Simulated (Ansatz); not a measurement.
# CH3F2Ga: one species, many methods

Aim: compute CH3F2Ga with functionals from several rungs and with coupled cluster. The yardstick is the atomisation energy at the CCSD(T) limit.

Computed with Ansatz 0.2.0, Gaussian basis. Level: functionals in def2-TZVPP, the program's frozen cores in correlated methods.

Plan: LDA (SPW92), PBE-D4, revPBE-D4, BLYP-D4, r2SCAN-D4, B97M-V, PBE0-D4, B3LYP-D4, r2SCANh-D4, r2SCAN0-D4, HSE06-D4, BHLYP-D4, CAM-B3LYP-D4, LC-ωPBE, ωB97X-V, ωB97M-V, B2PLYP, PBE-QIDH; CCSD(T)/def2-SVP; CCSD(T)/def2-TZVPP; MP2/def2-QZVPP; extrapolation to the limit; RPA on PBE.

### 1 Structure used throughout

An earlier PBE0-D4 in a triple-zeta def2 set relaxation fixed the geometry.

SMILES `[CH3][Ga]([F])[F]`, 7 atoms, charge 0, spin multiplicity 1.

Atoms are counted from 1 here; the program's logs count them from 0.

Bond lengths: C1–Ga2 1.935 Å, C1–H5 1.089 Å, C1–H6 1.090 Å, C1–H7 1.091 Å, Ga2–F3 1.747 Å, Ga2–F4 1.747 Å. Angles: Ga2–C1–H5 110.1°, Ga2–C1–H6 110.0°, Ga2–C1–H7 109.2°, H5–C1–H6 110.1°, H5–C1–H7 108.8°, H6–C1–H7 108.6°, C1–Ga2–F3 124.7°, C1–Ga2–F4 124.8°, F3–Ga2–F4 110.6°.

As a file:

```xyz
7

C    -0.33249    0.86035   -0.24984
Ga    0.33052   -0.88411    0.26085
F     1.36618   -1.19074    1.63415
F    -0.01508   -2.36989   -0.59088
H    -1.26155    0.75865   -0.80944
H    -0.49476    1.47143    0.63755
H     0.40719    1.35431   -0.88241
```

### 2 LDA

This LDA is Slater exchange with PW92 correlation.

in.yaml

```yaml
crystal:
  periodic: [false, false, false]
  atoms:
    - {symbol: C, position_ang: [-0.332495, 0.860354, -0.249844]}
    - {symbol: Ga, position_ang: [0.330517, -0.884112, 0.260852]}
    - {symbol: F, position_ang: [1.366184, -1.190739, 1.634154]}
    - {symbol: F, position_ang: [-0.015081, -2.369889, -0.590878]}
    - {symbol: H, position_ang: [-1.261551, 0.758653, -0.809439]}
    - {symbol: H, position_ang: [-0.494762, 1.471429, 0.637555]}
    - {symbol: H, position_ang: [0.407188, 1.354314, -0.882410]}
basis:
  gaussian: {orbitals: def2-TZVPP}
hamiltonian: {xc: lda}
output: {orbitals: {seedname: orbitals}}
```

Further steps of the session: PBE-D4 (GGA); revPBE-D4 (GGA); BLYP-D4 (GGA); r2SCAN-D4 (meta-GGA); B97M-V (meta-GGA); PBE0-D4 (hybrid); B3LYP-D4 (hybrid); r2SCANh-D4 (hybrid); r2SCAN0-D4 (hybrid); HSE06-D4 (hybrid); BHLYP-D4 (hybrid); CAM-B3LYP-D4 (range-separated); LC-ωPBE (range-separated); ωB97X-V (range-separated); ωB97M-V (range-separated); B2PLYP (double hybrid); PBE-QIDH (double hybrid); CCSD(T) in def2-SVP; CCSD(T) in def2-TZVPP; MP2 in def2-QZVPP; RPA on PBE orbitals.

**Question.** What will the summary of the whole plan be? Wanted: atomisation energy, CCSD(T)/CBS; farthest beyond LDA; mean size of error, GGA; mean size of error, meta-GGA; mean size of error, hybrid; mean size of error, range-separated; mean size of error, double hybrid; gap, smallest and largest; T1 diagnostic.

The runs gave:

| quantity | value |
| --- | --- |
| atomisation energy, CCSD(T)/CBS | 605.7 kcal/mol |
| functionals within 6.1 kcal/mol (1.0 %) | PBE-D4, r2SCAN-D4, B97M-V, CAM-B3LYP-D4, LC-ωPBE, ωB97X-V, ωB97M-V, PBE-QIDH |
| farthest beyond LDA | BHLYP-D4 (-28.8 kcal/mol) |
| mean size of error, GGA | 8.7 kcal/mol |
| mean size of error, meta-GGA | 2.5 kcal/mol |
| mean size of error, hybrid | 12.4 kcal/mol |
| mean size of error, range-separated | 2.4 kcal/mol |
| mean size of error, double hybrid | 7.2 kcal/mol |
| gap, smallest and largest | 6.29 eV (BLYP-D4), 13.79 eV (LC-ωPBE) |
| T1 diagnostic | 0.0136 |
| triples share of the correlation energy | 3.2 % |

**Reading.** The LDA atomisation energy is off by 84.0 kcal/mol (14 %): it overbinds. PBE-D4 is off by +5.3 kcal/mol. Double hybrids carry the basis error of their MP2 part in triple zeta, and no dispersion term here, so their miss is partly the set-up's. The rungs range-separated, meta-GGA miss on average by less than the doubt on the reference (6.1 kcal/mol), so they tie. Misses under about 6.1 kcal/mol are within the doubt on the reference itself, which lacks core-valence correlation, relativity and higher excitations, and its outer-core shells are covered unevenly. Hartree-Fock recovers 73 % of the binding; the rest is correlation. CCSD(T) in def2-SVP is off by -31.3 kcal/mol, so the small basis spoils what the method gains. Orbital gaps span 6.3 to 13.8 eV; exact exchange widens them. Correlated methods include outer-core shells of Ga, which these sets cover unevenly.
